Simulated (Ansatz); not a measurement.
# InBiO: the cost of one run

Method: DFT PBE, scalar-relativistic, plane waves, PAW, in Ansatz 0.2.0.

2 further runs of the same task are left out: 1 that didn't finish, 1 set aside as unsound or not needed.

### Step 1. Starting point

Symmetry: P4/nmm, No. 129, tetragonal system. Conventional cell: a = 3.901 Å, b = 3.901 Å, c = 6.981 Å, α = 90.00°, β = 90.00°, γ = 90.00°. Around In (site symmetry 4mm) lie 4 O at 2.52 Å and 5 Bi at 2.89 to 2.90 Å. Around Bi (site symmetry 4mm) lie 5 In at 2.89 to 2.90 Å and 4 O at 3.15 Å. O (site symmetry -4m2) is surrounded by 4 In at 2.52 Å and 4 Bi at 3.15 Å.

Structure file:

```
In Bi O
1.0
     3.90128    0.00000    0.00000
     0.00000    3.90128    0.00000
     0.00000    0.00000    6.98098
In Bi O
2 2 2
Direct
  0.50000 0.00000 0.22950
  0.00000 0.50000 0.77050
  0.50000 0.00000 0.64500
  0.00000 0.50000 0.35500
  0.00000 0.00000 0.00000
  0.50000 0.50000 0.00000
```

The cell is invented: species swapped into a database cell of GdSF (P4/nmm, No. 129), with In on the Gd sites, Bi on the S sites and O on the F sites. Its size is a rough estimate.

### Step 2. A first look at the guess

input.yaml

```yaml
crystal:
  lattice:
    - [3.90127657, 0.0, 0.0]
    - [0.0, 3.90127657, 0.0]
    - [0.0, 0.0, 6.9809798]
  atoms:
    - { symbol: In, position: [0.5, 0.0, 0.2295] }
    - { symbol: In, position: [0.0, 0.5, 0.7705] }
    - { symbol: Bi, position: [0.5, 0.0, 0.64499998] }
    - { symbol: Bi, position: [0.0, 0.5, 0.35500002] }
    - { symbol: O, position: [0.0, 0.0, 0.0] }
    - { symbol: O, position: [0.5, 0.5, 0.0] }
basis:
  ecutwfc: 420
kpoints:
  mp_grid: { grid: [4, 4, 4] }
hamiltonian:
  xc: pbe
scf:
  occupations: { method: gaussian, width: 0.1 }
  lower_state_search: "off"
output:
  forces: true
  stress: true
  eigenvalues: true
```

Started as:

```console
ansatz run input.yaml --threads 1 --pin off --max-ram 2560MiB --backend cpu --events-out ev --progress --plain --runs-dir out
```

Q: Estimate wall time and peak memory on 1 thread of Arm Neoverse V1, shared host.

About 5.6 s, with a peak of 0.38 GiB.
